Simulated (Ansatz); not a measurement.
# H3O3SSi: the cost of one run

Computed with Ansatz 0.2.0, Gaussian basis. Level: one geometry, several basis sets.

Plan: PBE0-D4/def2-SVP; ωB97M-V/def2-SVP; PBE0-D4/def2-QZVPP; ωB97M-V/def2-QZVPP; the functionals' def2-TZVPP values are taken from earlier runs.

## 1. The relaxed structure

The geometry comes from an earlier relaxation with PBE0-D4 in a triple-zeta def2 set; it is a stationary point, not always the lowest conformer.

SMILES `O[Si](O)(O)[S]`, 8 atoms, charge 0, spin multiplicity 2.

Atoms are counted from 1 here; the program's logs count them from 0.

Bond lengths: O1–Si2 1.629 Å, O1–H6 0.958 Å, Si2–O3 1.635 Å, Si2–O4 1.627 Å, Si2–S5 2.119 Å, O3–H7 0.959 Å, O4–H8 0.960 Å. Angles: Si2–O1–H6 118.0°, O1–Si2–O3 106.9°, O1–Si2–O4 106.0°, O1–Si2–S5 116.5°, O3–Si2–O4 115.7°, O3–Si2–S5 105.5°, O4–Si2–S5 106.6°, Si2–O3–H7 117.2°, Si2–O4–H8 116.3°.

## 2. PBE0-D4 in def2-SVP

in.yaml

```yaml
crystal:
  periodic: [false, false, false]
  atoms:
    - {symbol: O, position_ang: [-1.009711, 1.073019, 0.461730]}
    - {symbol: Si, position_ang: [-0.014443, -0.036575, -0.195311]}
    - {symbol: O, position_ang: [1.461756, 0.196749, 0.467109]}
    - {symbol: O, position_ang: [-0.698082, -1.483148, 0.099458]}
    - {symbol: S, position_ang: [0.278774, 0.078080, -2.290357]}
    - {symbol: H, position_ang: [-0.731652, 1.989878, 0.451383]}
    - {symbol: H, position_ang: [2.173060, -0.370335, 0.163488]}
    - {symbol: H, position_ang: [-1.367601, -1.504968, 0.786700]}
basis:
  gaussian: {orbitals: def2-SVP}
magnetization: {spin_polarized: true, initial_magnetization: 1}
hamiltonian: {xc: pbe0, dispersion: d4}
output: {orbitals: {seedname: orbitals}}
```

Started as:

```console
ansatz run in.yaml --threads 4 --pin off --events-out ev --progress --plain --max-ram 10444MiB
```

Q: Estimate wall time and peak memory on 4 threads of Arm Neoverse V2, shared host.

About 3.7 s, with a peak of 0.27 GiB.
